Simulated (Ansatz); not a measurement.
**Ga3BAs4: the band gap up the ladder of functionals**

One table from this session's results is given with a row withheld; the runs are named, their logs left out.

The runs shown are made with Ansatz 0.2.0. PAW datasets, plane waves. No spin polarisation. The prototype was imposed, so other structures may be more stable.

**The structure to begin with**

The cell was relaxed beforehand with r2SCAN.

Space group P-43m (No. 215), cubic; a = 5.450 Å in the conventional setting, 20.24 Å³ an atom. Near B stand 4 As at 2.16 Å; near As stand 1 B at 2.16 Å and 3 Ga at 2.43 Å; near Ga stand 4 As at 2.43 Å.

Coordinates:

```
CELL_PARAMETERS angstrom
5.45026 0.00000 0.00000
0.00000 5.45026 0.00000
0.00000 0.00000 5.45026
ATOMIC_POSITIONS crystal
B 0.00000 0.00000 0.00000
As 0.22906 0.22906 0.22906
Ga 0.50000 0.50000 0.00000
As 0.77094 0.77094 0.22906
Ga 0.50000 0.00000 0.50000
As 0.77094 0.22906 0.77094
Ga 0.00000 0.50000 0.50000
As 0.22906 0.77094 0.77094
```

Set-up of the first run:

Input file input.yaml:

```yaml
crystal:
  lattice:
    - [5.4502578523, 0.0, 0.0]
    - [0.0, 5.4502578523, 0.0]
    - [0.0, 0.0, 5.4502578523]
  atoms:
    - { symbol: B, position: [0.0, 0.0, 0.0] }
    - { symbol: As, position: [0.22905952, 0.22905952, 0.22905952] }
    - { symbol: Ga, position: [0.5, 0.5, 0.0] }
    - { symbol: As, position: [0.77094048, 0.77094048, 0.22905952] }
    - { symbol: Ga, position: [0.5, 0.0, 0.5] }
    - { symbol: As, position: [0.77094048, 0.22905952, 0.77094048] }
    - { symbol: Ga, position: [0.0, 0.5, 0.5] }
    - { symbol: As, position: [0.22905952, 0.77094048, 0.77094048] }
kpoints:
  mp_grid: { grid: [6, 6, 6] }
  band_path:
    path:
      - [[0.0, 0.0, 0.0], [5.836372830886e-51, 0.5, -8.480758143593e-34], [0.5, 0.5, -1.130767752479e-33], [0.0, 0.0, 0.0], [0.5, 0.5, 0.5], [5.836372830886e-51, 0.5, -8.480758143593e-34]]
      - [[0.5, 0.5, 0.5], [0.5, 0.5, -1.130767752479e-33]]
    npoints: 10
hamiltonian:
  xc: pbe
scf:
  occupations: { method: fermi_dirac, width: 0.02 }
  n_extra_bands: 6
output:
  forces: true
  stress: true
  eigenvalues: true
  write_density: true
  write_potential: true
  elf: true
  volumetric_format: npy
```

Command:

```sh
ansatz run input.yaml --threads 4 --pin off --max-ram 6451MiB --backend cpu --events-out ev --progress --plain --runs-dir out
```

Steps of the session up to this table: Band structure with PBE; r2SCAN; HSE06 at the same geometry; PBE+SOC; PBE0.

One of the session's tables, all rows but one given; the rest of the session is left out.

| level | gap (eV) |
| --- | --- |
| PBE | 0.59 |
| r2SCAN | ? |
| HSE06 | 1.20 |
| PBE+SOC | 0.48 |
| PBE0 | 1.82 |

Q: Estimate the row for r2SCAN from the others.

As computed: gap (eV): 0.80. In the column «gap (eV)» it lies between PBE (0.59) and HSE06 (1.20).

Meshes: PBE 6×6×6, r2SCAN 6×6×6, HSE06 4×4×4, PBE+SOC 6×6×6, PBE0 4×4×4

Against HSE06, PBE is short by 0.61 eV, at 49 % of it, and r2SCAN 67 %. PBE0 lies 0.62 eV above HSE06, which differs from it by screening the long-range exchange.

Limits of these values: Warnings in the runs' records: stress scf threshold loose, stress exchange threshold loose.
